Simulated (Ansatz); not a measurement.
# C5H8Cl2Si: geometry at several levels

Wanted for C5H8Cl2Si: geometry at several levels.

Method: the levels named in each step, in Ansatz 0.2.0.

## Step 1: The structure to begin with

Bond lengths (14 of 16 bonds, heavy atoms first): Cl1–Si2 2.033 Å, Si2–Cl3 2.033 Å, Si2–C4 1.876 Å, C4–C5 1.329 Å, C5–C6 1.497 Å, C6–C7 1.528 Å, Si2–C8 1.902 Å, C7–C8 1.529 Å, C4–H9 1.082 Å, C5–H10 1.084 Å, C6–H11 1.093 Å, C6–H12 1.095 Å, C7–H13 1.093 Å, C7–H14 1.092 Å. Angles (14 of 30 angles, heavy atoms first): Cl1–Si2–Cl3 108.4°, Cl1–Si2–C4 110.8°, Cl1–Si2–C8 111.4°, Cl3–Si2–C4 111.1°, Cl3–Si2–C8 111.1°, C4–Si2–C8 104.2°, Si2–C4–C5 121.6°, C4–C5–C6 125.5°, C5–C6–C7 115.0°, C6–C7–C8 112.7°, Si2–C8–C7 109.2°, Si2–C4–H9 119.8°, C5–C4–H9 118.6°, C4–C5–H10 119.8°.

As a file:

```xyz
16

Cl    1.5114    0.4384   -1.6830
Si    0.3523    0.0889   -0.0496
Cl    1.5144    0.2608    1.6094
C    -0.4378   -1.6099   -0.1460
C    -1.7579   -1.7637   -0.1702
C    -2.7631   -0.6560   -0.1082
C    -2.3146    0.5801    0.6705
C    -1.1234    1.2866    0.0221
H     0.1874   -2.4912   -0.1994
H    -2.1837   -2.7563   -0.2606
H    -3.6818   -1.0425    0.3393
H    -3.0088   -0.3626   -1.1347
H    -3.1567    1.2734    0.7368
H    -2.0501    0.2814    1.6871
H    -0.8902    2.1886    0.5890
H    -1.4050    1.6110   -0.9808
```

## Step 2: A rough first relaxation, PBE-D4/def2-SVP

input.yaml

```yaml
crystal:
  periodic: [false, false, false]
  atoms:
    - { symbol: Cl, position_ang: [1.51141, 0.43843, -1.68301] }
    - { symbol: Si, position_ang: [0.35231, 0.0889, -0.04964] }
    - { symbol: Cl, position_ang: [1.51438, 0.26082, 1.6094] }
    - { symbol: C, position_ang: [-0.43782, -1.60992, -0.14601] }
    - { symbol: C, position_ang: [-1.75793, -1.76371, -0.17016] }
    - { symbol: C, position_ang: [-2.76307, -0.65601, -0.1082] }
    - { symbol: C, position_ang: [-2.31455, 0.58007, 0.67046] }
    - { symbol: C, position_ang: [-1.12335, 1.28657, 0.02206] }
    - { symbol: H, position_ang: [0.18742, -2.49119, -0.19942] }
    - { symbol: H, position_ang: [-2.18372, -2.75633, -0.26061] }
    - { symbol: H, position_ang: [-3.68181, -1.04253, 0.33935] }
    - { symbol: H, position_ang: [-3.00877, -0.36262, -1.13468] }
    - { symbol: H, position_ang: [-3.15668, 1.27342, 0.7368] }
    - { symbol: H, position_ang: [-2.05011, 0.28143, 1.68715] }
    - { symbol: H, position_ang: [-0.89017, 2.18863, 0.58903] }
    - { symbol: H, position_ang: [-1.40497, 1.61103, -0.98075] }
basis:
  gaussian: { orbitals: def2-SVP }
hamiltonian:
  xc: pbe
  dispersion: d4
relax:
  f_tol: 0.03
  max_steps: 200
```

The run is started by

```sh
$ ansatz run input.yaml --threads 4 --pin off --max-ram 10240MiB --backend cpu --events-out ev --progress --plain --runs-dir out
```

The runs that follow: Relaxation, HF/STO-3G; Relaxation, HF/6-31G*; Relaxation, LDA/def2-SVP; Relaxation, PBE-D4/def2-SVP.

Before running it: what results should come out? Wanted: Cl1–Si2 at PBE-D4/def2-SVP; Si2–Cl3 at PBE-D4/def2-SVP; Si2–C4 at PBE-D4/def2-SVP.

The runs gave:

```
                  quantity    value
Cl1–Si2 at PBE-D4/def2-SVP  2.084 Å
Si2–Cl3 at PBE-D4/def2-SVP  2.089 Å
 Si2–C4 at PBE-D4/def2-SVP  1.855 Å
```

The Cl–Si distance spreads over 0.026 Å, from LDA/def2-SVP (shortest) to HF/STO-3G.
